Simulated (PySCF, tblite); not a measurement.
# C6H10ClFSi: geometry, infrared bands and NMR shifts

Aim: predict the infrared bands and NMR shifts of C6H10ClFSi (`C=C(Cl)[C@@H]1C[C@@H](F)C[SiH2]1`).

Computed with tblite 0.8.0 and PySCF 2.14.0, with density-fitted response routines of our own, on a single molecule in the gas phase. Atoms are numbered from 0 throughout.

### Step 1. The starting structure

19 atoms, charge 0, multiplicity 1; geometry from: force field or distance geometry start.

Bonds of the start (Å): C0–C1 1.35, C1–Cl2 1.75, C1–C3 1.50, C3–C4 1.55, C4–C5 1.54, C5–F6 1.36, C5–C7 1.53, C7–Si8 1.92, Si8–C3 1.96, C0–H9 1.08, C0–H10 1.08, C3–H11 1.09, C4–H12 1.10, C4–H13 1.10, C5–H14 1.10, C7–H15 1.10, C7–H16 1.10, Si8–H17 1.49, Si8–H18 1.49.

### Step 2. Geometry optimisation with GFN2-xTB

Job settings and geometry (Å):

```
{"job": {"kind": "relax", "xc": "GFN2-xTB", "basis": "xTB"}, "charge": 0, "multiplicity": 1}
C      3.110900    -0.074700    -0.001500
C      1.890200    -0.051200     0.570400
Cl     1.817200    -0.079500     2.315100
C      0.603300     0.020700    -0.201000
C     -0.317800     1.213200     0.168300
C     -1.705000     0.930400    -0.442000
F     -1.597700     0.968500    -1.801500
C     -2.156700    -0.466400    -0.014500
Si    -0.567400    -1.543500    -0.031500
H      4.011000    -0.110800     0.590700
H      3.209100    -0.048200    -1.081500
H      0.818400     0.066200    -1.266400
H     -0.421800     1.351800     1.254600
H      0.108000     2.136200    -0.258900
H     -2.433600     1.700900    -0.146900
H     -2.912000    -0.876000    -0.694300
H     -2.560500    -0.452800     1.003600
H     -0.483100    -2.416400    -1.233300
H     -0.422300    -2.259200     1.263000
```

Run with:

```bash
$ OMP_NUM_THREADS=1 python probes_run.py task.json out
```

One launch serves the whole session: the jobs run in the order shown.

**Question.** This job is followed by: GFN2-xTB harmonic vibrations, gas phase; GIAO PBE0/pcSseg-1 NMR shielding, non-relativistic, gas phase. What will the session give for the following? strongest single infrared mode (GFN2-xTB); zero-point energy (GFN2-xTB); 13C shifts against TMS (PBE0/pcSseg-1); 1H shifts against TMS (PBE0/pcSseg-1); 35Cl shifts against HCl (PBE0/pcSseg-1); 19F shifts against CFCl3 (PBE0/pcSseg-1); 29Si shifts against TMS (PBE0/pcSseg-1).

As calculated:

| quantity | value |
| --- | --- |
| strongest single infrared mode (GFN2-xTB) | 2281 cm⁻¹, 364 km/mol |
| zero-point energy (GFN2-xTB) | 88.8 kcal/mol |
| 13C shifts against TMS (PBE0/pcSseg-1) | 157.8, 115.9, 99.7, 44.7, 37.9, 20.0 ppm |
| 1H shifts against TMS (PBE0/pcSseg-1) | 5.56, 5.51, 5.26, 4.49, 4.34, 2.94, 2.38, 2.02, 1.43, 1.00 ppm |
| 35Cl shifts against HCl (PBE0/pcSseg-1) | 230 ppm |
| 19F shifts against CFCl3 (PBE0/pcSseg-1) | -192.4 ppm |
| 29Si shifts against TMS (PBE0/pcSseg-1) | -24.5 ppm |

The optimisation took 89 steps and gained 0.154 eV; among the close pairs (by a distance rule), C3–Si8 changed most, from 1.961 to 1.928 Å. No mode is imaginary among the 51: a minimum at this level. The strongest single mode, at 2281 cm⁻¹, moves mainly H17. Unscaled tight-binding wavenumbers are off by several per cent, some by more. Its intensities can rank the bands wrongly. The most deshielded carbon is C1 (fully substituted alkene carbon), at 157.8 ppm: as expected for a trigonal carbon in a double bond. H14 (hydrogen on an sp3 CH bonded to F) lies farthest downfield among hydrogen, at 5.56 ppm; its carbon carries F, which withdraws density. At PBE0/pcSseg-1: Shielding is most anisotropic at Cl2 (span 449 ppm, paramagnetic term -427 ppm).
